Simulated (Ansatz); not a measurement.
# CH4GaO radical: one species, many methods

The task here is to estimate one member of a computed series from the others.

The runs use Ansatz 0.2.0, Gaussian basis; functionals in def2-TZVPP, the program's frozen cores in correlated methods.

Plan: LDA (SPW92), PBE-D4, revPBE-D4, BLYP-D4, r2SCAN-D4, B97M-V, PBE0-D4, B3LYP-D4, r2SCANh-D4, r2SCAN0-D4, HSE06-D4, BHLYP-D4, CAM-B3LYP-D4, LC-ωPBE, ωB97X-V, ωB97M-V, B2PLYP, PBE-QIDH; CCSD(T)/def2-SVP; CCSD(T)/def2-TZVPP; CCSD(T)/def2-QZVPP; extrapolation to the limit; RPA on PBE.

### Structure used throughout

An earlier PBE0-D4 in a triple-zeta def2 set relaxation fixed the geometry.

SMILES `[CH3][Ga][OH]`, 7 atoms, charge 0, spin multiplicity 2.

Atoms are counted from 1 here; the program's logs count them from 0.

Bond lengths: C1–Ga2 2.009 Å, C1–H4 1.093 Å, C1–H5 1.088 Å, C1–H6 1.093 Å, Ga2–O3 1.805 Å, O3–H7 0.961 Å. Angles: Ga2–C1–H4 108.1°, Ga2–C1–H5 111.7°, Ga2–C1–H6 108.1°, H4–C1–H5 109.8°, H4–C1–H6 109.3°, H5–C1–H6 109.8°, C1–Ga2–O3 117.7°, Ga2–O3–H7 114.4°.

The first run:

The input, in.yaml:

```yaml
crystal:
  periodic: [false, false, false]
  atoms:
    - {symbol: C, position_ang: [-0.826536, 0.551064, -0.249745]}
    - {symbol: Ga, position_ang: [1.056703, 0.055300, -0.742147]}
    - {symbol: O, position_ang: [1.919400, -1.122736, 0.319790]}
    - {symbol: H, position_ang: [-1.428460, -0.361076, -0.251525]}
    - {symbol: H, position_ang: [-1.248469, 1.272482, -0.947014]}
    - {symbol: H, position_ang: [-0.813629, 0.973454, 0.758073]}
    - {symbol: H, position_ang: [1.402191, -1.436488, 1.066868]}
basis:
  gaussian: {orbitals: def2-TZVPP}
magnetization: {spin_polarized: true, initial_magnetization: 1}
hamiltonian: {xc: lda}
output: {orbitals: {seedname: orbitals}}
```

Started as:

```
$ ansatz run in.yaml --threads 2 --pin off --events-out ev --progress --plain --max-ram 32768MiB --backend cpu
```

Among the steps run: LDA; PBE-D4 (GGA); revPBE-D4 (GGA); BLYP-D4 (GGA); r2SCAN-D4 (meta-GGA); B97M-V (meta-GGA); B3LYP-D4 (hybrid); r2SCANh-D4 (hybrid); r2SCAN0-D4 (hybrid); HSE06-D4 (hybrid); BHLYP-D4 (hybrid); CAM-B3LYP-D4 (range-separated); LC-ωPBE (range-separated); ωB97X-V (range-separated); ωB97M-V (range-separated); B2PLYP (double hybrid); PBE-QIDH (double hybrid).

One of the session's tables, all rows but one given; the rest of the session is left out.

It belongs to the step «Orbital energies across the functionals». 

| functional | HOMO (eV) | LUMO (eV) | gap (eV) |
| --- | --- | --- | --- |
| LDA (SPW92) | -4.69 | -3.73 | 0.97 |
| PBE-D4 | -4.63 | -3.38 | 1.25 |
| revPBE-D4 | ? | ? | ? |
| BLYP-D4 | -4.46 | -3.46 | 1.00 |
| r2SCAN-D4 | -4.98 | -2.96 | 2.02 |
| B97M-V | -4.74 | -3.63 | 1.11 |
| PBE0-D4 | -5.68 | -2.43 | 3.25 |
| B3LYP-D4 | -5.45 | -2.89 | 2.56 |
| r2SCANh-D4 | -5.37 | -2.65 | 2.72 |
| r2SCAN0-D4 | -5.94 | -2.20 | 3.75 |
| HSE06-D4 | -5.29 | -2.81 | 2.48 |
| BHLYP-D4 | -6.57 | -1.72 | 4.86 |
| CAM-B3LYP-D4 | -6.91 | -1.64 | 5.27 |
| LC-ωPBE | -8.27 | -0.13 | 8.14 |
| ωB97X-V | -7.78 | -0.56 | 7.22 |
| ωB97M-V | -7.68 | -0.77 | 6.91 |

Estimate the missing values for revPBE-D4.

As computed: HOMO (eV): -4.60; LUMO (eV): -3.24; gap (eV): 1.36. In the column «HOMO (eV)» it lies between PBE-D4 (-4.63) and BLYP-D4 (-4.46).
